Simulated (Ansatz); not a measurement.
# HfH6: the cost of one run

Computed with Ansatz 0.2.0 (DFT PBE, scalar-relativistic, plane waves, PAW, unless a step's input says otherwise).

## 1. The structure to begin with

It takes space group P4/m (No. 83, tetragonal). The conventional cell has a = 3.801 Å, b = 3.801 Å, c = 3.875 Å, α = 90.00°, β = 90.00°, γ = 90.00°. Hf (site symmetry 4/m) is surrounded by 8 H at 2.23 Å. H (site symmetry m) has 1 H at 0.89 Å in its first shell of neighbours. H (site symmetry 2/m) is surrounded by 2 H at 0.89 Å.

Structure file:

```
Hf H
1.0
     3.80095    0.00000    0.00000
     0.00000    3.80095    0.00000
     0.00000    0.00000    3.87545
Hf H
1 6
Cartesian
  0.0000 0.0000 0.0000
  0.2882 2.7458 1.9377
  3.5128 1.0551 1.9377
  1.0551 0.2882 1.9377
  2.7458 3.5128 1.9377
  0.0000 1.9005 1.9377
  1.9005 0.0000 1.9377
```

A structure generator made this guess: random cell by space group and Wyckoff sites (P4/m, No. 83). Its size is a rough estimate.

## 2. Probe: one point on a coarse mesh

The input, input.yaml:

```yaml
crystal:
  lattice:
    - [3.80095088, 0.0, 0.0]
    - [0.0, 3.80095088, 0.0]
    - [0.0, 0.0, 3.87544784]
  atoms:
    - { symbol: Hf, position: [0.0, 0.0, 0.0] }
    - { symbol: H, position: [0.07581565, 0.72240747, 0.5] }
    - { symbol: H, position: [0.92418435, 0.27759253, 0.5] }
    - { symbol: H, position: [0.27759253, 0.07581565, 0.5] }
    - { symbol: H, position: [0.72240747, 0.92418435, 0.5] }
    - { symbol: H, position: [0.0, 0.5, 0.5] }
    - { symbol: H, position: [0.5, 0.0, 0.5] }
basis:
  ecutwfc: 420
kpoints:
  mp_grid: { grid: [4, 4, 4] }
hamiltonian:
  xc: pbe
scf:
  occupations: { method: gaussian, width: 0.1 }
  lower_state_search: "off"
output:
  forces: true
  stress: true
  eigenvalues: true
```

Run with:

```
$ ansatz run input.yaml --threads 1 --pin off --max-ram 2560MiB --backend cpu --events-out ev --progress --plain --runs-dir out
```

Q: Estimate wall time and peak memory on 1 thread of Arm Neoverse N1, shared host.

About 3 s, with a peak of 0.3 GiB.
